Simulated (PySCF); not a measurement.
**[Hf(OH)2]2+: structure and properties**

Task: relax [Hf(OH)2]2+, compute its harmonic modes and analyse its electrons. It is a constructed species; whether it can be made isn't addressed.

Computed with PySCF 2.14.0. Level: PBE0, Hf def2-SVP with ECP60, O def2-SVP, H def2-SVP; scalar-relativistic core potentials, no spin–orbit coupling.

1 further run of the same task is left out (for a known fault of the program).

## (1) Where the work starts

5 atoms, charge 2, spin multiplicity 1.

Bond lengths: Hf1–O2 1.918 Å, Hf1–O4 1.918 Å, O2–H3 0.966 Å, O4–H5 0.966 Å. Angles: O2–Hf1–O4 131.8°, Hf1–O2–H3 158.8°, Hf1–O4–H5 158.8°.

Coordinates:

```xyz
5
charge 2, multiplicity 1
Hf    0.00000    0.00000    0.00000
O     1.75100    0.00000    0.78360
H     2.71060   -0.09060    0.84270
O    -1.75100    0.00000    0.78360
H    -2.71060    0.09060    0.84270
```

Formal oxidation states: Hf +4.

## (2) SCF at the start, singlet

File run.py (the lines that set the calculation):

```python
mol = gto.M(atom='''
Hf     0.00000     0.00000     0.00000
O      1.75100     0.00000     0.78360
H      2.71060    -0.09060     0.84270
O     -1.75100     0.00000     0.78360
H     -2.71060     0.09060     0.84270''',
    basis={'Hf': 'def2-SVP', 'O': 'def2-SVP', 'H': 'def2-SVP'},
    ecp={'Hf': 'def2-SVP'},
    charge=2, spin=0)
mf = dft.RKS(mol, xc='PBE0')
mf.grids.atom_grid = (50, 194)
mf = mf.density_fit()  # fitting sets: Hf def2-universal-JKFIT, O def2-universal-JKFIT, H def2-universal-JKFIT
mf.conv_tol = 1e-08; mf.max_cycle = 55
mf.kernel(dm0)  # dm0: free metal ions and neutral atoms
```

Command:

```
$ OMP_NUM_THREADS=2 python run.py
```

The program printed:

```text
init E= -198.282644119416
  HOMO = -0.928302983612928  LUMO = -0.62670091788385  gap/eV = 8.20701
cycle= 1 E= -198.323651666531  delta_E= -0.041  |g|= 1.32  |ddm|= 2.25
  HOMO = -0.636053771555204  LUMO = -0.561177041980716  gap/eV = 2.03750
cycle= 2 E= -190.135882838889  delta_E= 8.19  |g|= 5.26  |ddm|= 4.93
  HOMO = -0.724328511744916  LUMO = -0.494859652273167  gap/eV = 6.24417
cycle= 3 E= -198.622166556598  delta_E= -8.49  |g|= 0.406  |ddm|= 4.71
  HOMO = -0.774750868134585  LUMO = -0.59524003018227  gap/eV = 4.88474
cycle= 4 E= -198.676557953261  delta_E= -0.0544  |g|= 0.102  |ddm|= 0.64
  HOMO = -0.766983635970578  LUMO = -0.573964679058763  gap/eV = 5.25231
cycle= 5 E= -198.678975453953  delta_E= -0.00242  |g|= 0.0167  |ddm|=  0.1
  HOMO = -0.767864522882502  LUMO = -0.571399077174361  gap/eV = 5.34610
cycle= 6 E= -198.67903794921  delta_E= -6.25e-05  |g|= 0.00732  |ddm|= 0.0161
  HOMO = -0.768332218140907  LUMO = -0.571007263970791  gap/eV = 5.36949
cycle= 7 E= -198.67904873403  delta_E= -1.08e-05  |g|= 0.00207  |ddm|= 0.00445
  HOMO = -0.768488656403696  LUMO = -0.570885474553344  gap/eV = 5.37706
cycle= 8 E= -198.679049724128  delta_E= -9.9e-07  |g|= 0.0002  |ddm|= 0.00161
  HOMO = -0.768493626447962  LUMO = -0.570862300575455  gap/eV = 5.37782
cycle= 9 E= -198.679049735048  delta_E= -1.09e-08  |g|= 6.97e-06  |ddm|= 0.000224
  HOMO = -0.768494161142499  LUMO = -0.570861982628467  gap/eV = 5.37785
cycle= 10 E= -198.679049735105  delta_E= -5.65e-11  |g|= 6.65e-06  |ddm|= 2.97e-05
  HOMO = -0.768492905532421  LUMO = -0.570863186726492  gap/eV = 5.37778
Extra cycle  E= -198.679049735061  delta_E= 4.4e-11  |g|= 1.6e-05  |ddm|= 1.71e-05
converged SCF energy = -198.679049735061
```

Run time: 1.3 s. Hardware: 2 threads of Arm Neoverse V1, shared host; peak memory 0.33 GiB.

Result: E = -198.679050 Eh, HOMO -20.91 eV, LUMO -15.53 eV, Mulliken charge on Hf1 +1.97 e. 

## (3) Relaxation, singlet

Steps are kept in the start's point group, C2.

File run.py (the lines that set the calculation):

```python
mol = gto.M(atom='''
Hf     0.00000     0.00000    -0.12510
O      1.75100     0.00000     0.65850
H      2.71060    -0.09060     0.71760
O     -1.75100     0.00000     0.65850
H     -2.71060     0.09060     0.71760''',
    basis={'Hf': 'def2-SVP', 'O': 'def2-SVP', 'H': 'def2-SVP'},
    ecp={'Hf': 'def2-SVP'},
    charge=2, spin=0)
mf = dft.RKS(mol, xc='PBE0')
mf.grids.atom_grid = (50, 194)
mf = mf.density_fit()  # fitting sets: Hf def2-universal-JKFIT, O def2-universal-JKFIT, H def2-universal-JKFIT
mf.conv_tol = 1e-08; mf.max_cycle = 55
mf.kernel(dm0)  # dm0: an SCF of this state at this start
# quasi-Newton relaxation in Cartesian coordinates to a largest gradient under 0.00045 Eh/bohr, steps kept in the point group
```

Command:

```
$ OMP_NUM_THREADS=2 python run.py
```

The driver keeps no SCF log for this step, only its results.

It took 21 s on 2 threads of Arm Neoverse V1, shared host.

The steps of the relaxation:

```csv
step,energy from step 1 (eV),largest force component (eV/Å)
1,0.0000,3.5087
2,-0.4133,0.7243
3,-0.6387,1.4598
4,-0.7760,2.0234
5,-0.8675,2.1306
6,-0.9328,1.3381
7,-0.9804,0.6468
8,-1.0147,0.4039
9,-1.0430,0.7599
10,-1.0616,0.7384
11,-1.0798,0.3937
12,-1.0877,0.1194
13,-1.0884,0.0820
14,-1.0886,0.0334
15,-1.0887,0.0016
```

Distances of close pairs at the start and the end, largest changes first:

```
  bond  before (Å)  after (Å)  change (Å)
Hf1–O2       1.918      1.811      -0.107
Hf1–O4       1.918      1.811      -0.107
 O2–H3       0.966      0.982      +0.016
 O4–H5       0.966      0.982      +0.016
```

It ends in C2v at E = -198.719059 Eh.

```
Hf    0.00000    0.00000   -0.63964
O     1.45383   -0.03340    0.44031
H     2.08386   -0.05042    1.19305
O    -1.45383    0.03340    0.44031
H    -2.08386    0.05042    1.19305
```

## (4) The relaxed geometry turned into its symmetry frame

File run.py (the lines that set the calculation):

```python
mol = gto.M(atom='''
Hf     0.00000     0.00000    -0.17874
O      1.45383    -0.03340     0.90121
H      2.08392    -0.04788     1.65395
O     -1.45383     0.03340     0.90121
H     -2.08392     0.04788     1.65395''',
    basis={'Hf': 'def2-SVP', 'O': 'def2-SVP', 'H': 'def2-SVP'},
    ecp={'Hf': 'def2-SVP'},
    charge=2, spin=0)
mf = dft.RKS(mol, xc='PBE0')
mf.grids.atom_grid = (50, 194)
mf = mf.density_fit()  # fitting sets: Hf def2-universal-JKFIT, O def2-universal-JKFIT, H def2-universal-JKFIT
mf.conv_tol = 1e-08; mf.max_cycle = 55
mf.kernel(dm0)  # dm0: free metal ions and neutral atoms
```

Command:

```
$ OMP_NUM_THREADS=2 python run.py
```

The program printed:

```text
init E= -198.303000213349
  HOMO = -0.963931738626167  LUMO = -0.628900685905602  gap/eV = 9.11666
cycle= 1 E= -198.385466945951  delta_E= -0.0825  |g|= 1.31  |ddm|= 2.36
  HOMO = -0.590565017622758  LUMO = -0.562472912086477  gap/eV = 0.76443
cycle= 2 E= -193.046216790696  delta_E= 5.34  |g|=  4.7  |ddm|=  4.4
  HOMO = -0.752707181632889  LUMO = -0.485630761650793  gap/eV = 7.26752
cycle= 3 E= -198.669708346088  delta_E= -5.62  |g|= 0.393  |ddm|= 4.17
  HOMO = -0.792625280401609  LUMO = -0.572816232244222  gap/eV = 5.98131
cycle= 4 E= -198.716769184329  delta_E= -0.0471  |g|= 0.0976  |ddm|= 0.606
  HOMO = -0.787327087839216  LUMO = -0.553374861839842  gap/eV = 6.36616
cycle= 5 E= -198.719002593029  delta_E= -0.00223  |g|= 0.0148  |ddm|= 0.0953
  HOMO = -0.788586135532565  LUMO = -0.551487665135706  gap/eV = 6.45178
cycle= 6 E= -198.719053800987  delta_E= -5.12e-05  |g|= 0.00516  |ddm|= 0.0149
  HOMO = -0.788931038356314  LUMO = -0.55116280476836  gap/eV = 6.47000
cycle= 7 E= -198.719059174166  delta_E= -5.37e-06  |g|= 0.000814  |ddm|= 0.00346
  HOMO = -0.789006664760944  LUMO = -0.55113206918195  gap/eV = 6.47290
cycle= 8 E= -198.719059322759  delta_E= -1.49e-07  |g|= 8.92e-05  |ddm|= 0.000629
  HOMO = -0.789011337994104  LUMO = -0.551124737730021  gap/eV = 6.47322
cycle= 9 E= -198.719059325052  delta_E= -2.29e-09  |g|= 5.94e-06  |ddm|= 0.000108
  HOMO = -0.789010525929662  LUMO = -0.551124261047718  gap/eV = 6.47321
Extra cycle  E= -198.719059325067  delta_E= -1.48e-11  |g|= 7.94e-06  |ddm|= 1.45e-05
converged SCF energy = -198.719059325067
```

Wall time 0.5 s (2 threads of Arm Neoverse V1, shared host).

It gives: E = -198.719059 Eh, HOMO -21.47 eV, LUMO -15.00 eV, Mulliken charge on Hf1 +1.83 e. 

## (5) Frequencies and infrared intensities

Edit run.py (the lines that set the calculation) of step 4 so:

```diff
@@ -12,3 +12,4 @@
 mf = mf.density_fit()  # fitting sets: Hf def2-universal-JKFIT, O def2-universal-JKFIT, H def2-universal-JKFIT
-mf.conv_tol = 1e-08; mf.max_cycle = 55
-mf.kernel(dm0)  # dm0: free metal ions and neutral atoms
+mf.conv_tol = 1e-10; mf.max_cycle = 55
+mf.kernel(dm0)  # dm0: the density of the relaxed state
+# Hessian and dipole derivatives by central differences of gradients, 0.02 bohr
```

Command:

```
$ OMP_NUM_THREADS=2 python run.py
```

No log is kept here; the results follow.

Run time: 16 s. Hardware: 2 threads of Arm Neoverse V1, shared host.

Point group C2v; negative numbers are unstable modes, and those under 60 cm⁻¹ are near the numerical noise:

```
cm⁻¹  km/mol  symmetry
 225     1.0        a1
 509   276.7        b2
 612   208.2        a1
 648     0.0        a2
 674   494.6        b1
 867   110.4        b2
 890    27.7        a1
3666  1091.0        b2
3691   772.1        a1
```

## (6) Charges, bond orders and levels

File run.py (the lines that set the calculation):

```python
mol = gto.M(atom='''
Hf     0.00000     0.00000    -0.63964
O      1.45383    -0.03340     0.44031
H      2.08386    -0.05042     1.19305
O     -1.45383     0.03340     0.44031
H     -2.08386     0.05042     1.19305''',
    basis={'Hf': 'def2-SVP', 'O': 'def2-SVP', 'H': 'def2-SVP'},
    ecp={'Hf': 'def2-SVP'},
    charge=2, spin=0)
mf = dft.RKS(mol, xc='PBE0')
mf.grids.atom_grid = (75, 302)
mf = mf.density_fit()  # fitting sets: Hf def2-universal-JKFIT, O def2-universal-JKFIT, H def2-universal-JKFIT
mf.conv_tol = 1e-09; mf.max_cycle = 55
mf.kernel(dm0)  # dm0: the density of the relaxed state
```

Command:

```
$ OMP_NUM_THREADS=2 python run.py
```

The program printed:

```text
init E= -198.719064884758
  HOMO = -0.788991747751073  LUMO = -0.551128605500242  gap/eV = 6.47259
cycle= 1 E= -198.719064900563  delta_E= -1.58e-08  |g|= 0.000156  |ddm|= 0.00041
  HOMO = -0.789025324081692  LUMO = -0.551103744425927  gap/eV = 6.47418
cycle= 2 E= -198.719064879253  delta_E= 2.13e-08  |g|= 0.000352  |ddm|= 0.000363
  HOMO = -0.788998258539127  LUMO = -0.551118628485195  gap/eV = 6.47303
cycle= 3 E= -198.719064905947  delta_E= -2.67e-08  |g|= 1.17e-05  |ddm|= 0.000246
  HOMO = -0.788999946827772  LUMO = -0.551120214587627  gap/eV = 6.47304
cycle= 4 E= -198.719064905971  delta_E= -2.36e-11  |g|= 2.08e-06  |ddm|= 1.08e-05
  HOMO = -0.788999909234029  LUMO = -0.551119507261596  gap/eV = 6.47306
Extra cycle  E= -198.719064905969  delta_E= 1.82e-12  |g|= 3.32e-06  |ddm|= 5.47e-06
converged SCF energy = -198.719064905969
```

Run time: 4.2 s. Hardware: 2 threads of Arm Neoverse V1, shared host.

It gives: E = -198.719065 Eh, HOMO -21.47 eV, LUMO -15.00 eV, Mulliken charge on Hf1 +1.83 e, largest force component 0.018 eV/Å. 

Löwdin charges:

| atom | value (e) |
| --- | --- |
| Hf1 | 1.43 |
| O2 | 0.08 |
| H3 | 0.21 |
| O4 | 0.08 |
| H5 | 0.21 |

Mulliken charges: Hf1 +1.83, O2 -0.24, H3 +0.33, O4 -0.24, H5 +0.33 e.

Contacts (the nearest donor of each ligand) and Mayer bond orders:

```csv
contact,distance (Å),bond order
Hf1–O2 (OH),1.811,1.65
Hf1–O4 (OH),1.811,1.65
```

Mulliken populations of Hf1 outside the core potential: s 2.17, p 6.12, d 1.73, f 0.15.

The fields below are evaluated on a grid from the run's orbitals.

Frontier orbitals at PBE0, with the share of their density that lies nearest to each atom:

```csv
orbital,energy (eV),lies on
HOMO,-21.47,"O2, O4 about 45 % each"
LUMO,-15.00,Hf1 89 %
```

ELF in a plane through or near 5 of the atoms.

Ten even steps from ' ' (0.00) to '@' (0.98):
```
                                                        
                                                        
                                                        
                                                        
                                                        
            ..::..                    ..::..            
          --**####++..            ..++####**--          
          **%%@@@@##==--::    ::--==##@@@@%%**          
          **%%@@@@%%****++  ..++**##%%@@@@%%**          
          --**%%%%####%%**....**%%##**@@%%**--          
          ..--####++####==----==##++==%%##--..          
          ..--##%%%%##--++%%%%====##%%%%##--..          
          ..--**####----##--::##----%%%%**--..          
            ..====--..++%%====%%==..--====..            
                      ==##%%%%##--..                    
                      ..==++++==..                      
                          ....                          
                                                        
                                                        
                                                        
```
The map spans 9.4 Å across and 7.5 Å up, centred on the molecule. Atoms in the plane (x, y in Å): Hf1 (0.0, -1.2), O2 (-1.5, -0.1), H3 (-2.1, 0.7), O4 (1.5, -0.1), H5 (2.1, 0.7).

log10 of the density (e/Å³) in the same plane.

Ten even steps from '0' (-4.0) to '9' (1.1):
```
0000000000000000000000000000
0000000000000000000000000000
0000000000000000000000000000
0000000000000000000000000000
0000001111110000111111000000
0000012333222112223332100000
0000134555443333445554310000
0001245777655445567775420000
0001346788776556778876521000
0001346789987667889876521000
0001245789987777899875421000
0001245678878888788765420000
0000234667778888777664310000
0000123555678888765543200000
0000012344567887654432100000
0000001233456776543321000000
0000000112344554432110000000
0000000001223333221000000000
0000000000112222110000000000
0000000000000000000000000000
```
The map spans 9.4 Å across and 7.5 Å up, centred on the molecule. Atoms in the plane (x, y in Å): Hf1 (0.0, -1.2), O2 (-1.5, -0.1), H3 (-2.1, 0.7), O4 (1.5, -0.1), H5 (2.1, 0.7).

On the surface of density 0.002 e/bohr³ the electrostatic potential runs, from the 1st to the 99th percentile, from 9.02 to 19.94 V.

## (7) Summary of results

| quantity | value |
| --- | --- |
| state and point group | singlet, C2v |
| modes | 225 to 3691 cm⁻¹, none unstable |
| strongest infrared band (modes within 1.5 cm⁻¹ summed) | 3666 cm⁻¹ (1091 km/mol) |
| zero-point energy | 0.730 eV |
| ideal gas, 298 K, 1 bar | S = 288.0, Cp = 62.2 J/(mol K) |
| metal–ligand contacts | 1.81 Å |
| frontier levels | HOMO -21.47 eV, LUMO -15.00 eV |
| dipole about the centre of mass | 0.14 D |
| mean polarisability | 3.6 Å³ |

All modes are real, so the structure is a minimum. The metal carries +1.43 e by Löwdin's partition against a formal +4, and bond orders to the nearest donors reach 1.65. Both measures hang on the basis. One start shape was tried, so another isomer may lie lower. The bases are small and lack diffuse functions. Spin–orbit coupling is left out.
